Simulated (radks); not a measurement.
**Ru¹⁷⁺ in [Ne] 3s2 3p5 3d9 4d1: an all-electron calculation**

Aim: the levels, the sizes of the orbitals and the parts of the energy of the ruthenium ion Ru17+.

Method: scalar-relativistic Kohn-Sham, TASK exchange with Perdew-Wang LDA correlation, spin-polarised, spherical densities, finite nucleus; open shells are filled with parallel spins first. Code: radks (a radial shooting solver on a logarithmic mesh, Libxc functionals) version 1.

### 1 Starting point

| Property | Result |
| --- | --- |
| element | ruthenium (Z = 44) |
| charge | +17 |
| electrons | 27 |
| configuration | [Ne] 3s2 3p5 3d9 4d1 |
| nuclear rms radius | 4.4809 fm |

The outer shells:

Ru¹⁷⁺
```
[Ne] core
3s [↑↓]
3p [↑↓][↑↓][↑ ]
3d [↑↓][↑↓][↑↓][↑↓][↑ ]
4d [↑ ][  ][  ][  ][  ]
```

### 2 The run

The run's settings:

```text
Z 44
configuration [Ne] 3s2 3p5 3d9 4d1 4s0 4p0 4f0 5d0
relativity scalar-relativistic
functional task,pw
spin polarised
nucleus finite rms 4.4809 fm
c 137.035999084
```

On the command line:

```sh
> python run_ks.py task.json out
```

The same process makes all the runs of this session.

Q: Predict the outcome of this run.

As calculated:

```
                        quantity                    value
                    total energy      -4390.05754 hartree
exchange-correlation share of it                   2.64 %
                            −T/E                   1.0349
          highest occupied level        4d up, -332.24 eV
    most extended occupied level  4d up, <r> = 0.907 bohr
 radius at density 0.001 e/bohr³                1.80 bohr
    maxima of the radial density                        3
```

What this shows: 4 principal shells are occupied and 3 maxima appear in the radial density; where shells overlap, one shows as a shoulder or not at all. Relativity lifts −T/E to 1.035. This is not the tabulated ground configuration, so its levels and sizes aren't those of the ground state, and no measured value stands beside it.
